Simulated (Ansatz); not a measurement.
Runs of Ansatz 0.2.0 on Hf2Pd2Se2Br2O3. The structure is trigonal, space group P-3m1 (No. 164). Conventional cell: a = 3.726 Å, b = 3.726 Å, c = 17.009 Å, α = 90.00°, β = 90.00°, γ = 120.00°. Hf (site symmetry 3m) has 7 O at 2.15 to 2.43 Å as nearest neighbours. Pd (site symmetry 3m) has 3 Se at 2.51 Å and 3 Br at 2.70 Å as nearest neighbours. Se (site symmetry 3m) has 3 Pd at 2.51 Å and 1 Hf at 2.73 Å as nearest neighbours. Br (site symmetry 3m) has 3 Pd at 2.70 Å as nearest neighbours. O (site symmetry 3m) is surrounded by 4 Hf at 2.15 to 2.37 Å. Around O (site symmetry -3m) lie 6 Hf at 2.43 Å and 6 O at 2.48 Å. The cell was built by a generator and needn't be a form met in nature.

```tsv
task	level	cell	k mesh	points for each segment of the path	gap on the mesh (eV)	pressure (GPa)	relaxed volume (Å³/atom)	largest force (eV/Å)
band structure	RPBE	as given	8 × 8 × 2	10	none	3.0	-	0.16
relaxation of cell and atoms	PBEsol	relaxed	6 × 6 × 2	-	none	0.0	17.19	-
relaxation of cell and atoms	RPBE	relaxed	6 × 6 × 2	-	none	0.0	20.57	0.01
band structure	PBEsol	as given	8 × 8 × 2	10	none	(a)	-	(b)
```

Alike in all rows: potentials or basis Ansatz PAW; no spin polarisation; cutoff (eV) 420; smearing fermi-dirac 0.05 eV.

Estimate the missing entries.

(a) -5.0; (b) 0.35.

Caveats: this functional lacks dispersion, which binds the layers, so the pressure and a relaxed spacing across them are unreliable; the PAW data sets come from PBE, with cores solved anew for the run's functional, which leaves a small shift of forces and pressure; spin-orbit coupling is left out, which moves the levels of the heavy elements (some runs); the plane-wave basis is chosen anew once the cell has moved, so the energies of steps on either side of that aren't comparable (some runs).

A k mesh can miss the band edges, and the runs leave out spin-orbit coupling on Br, Hf, Pd, Se.

A gap of «none» marks a metal or a gap under the smearing width.
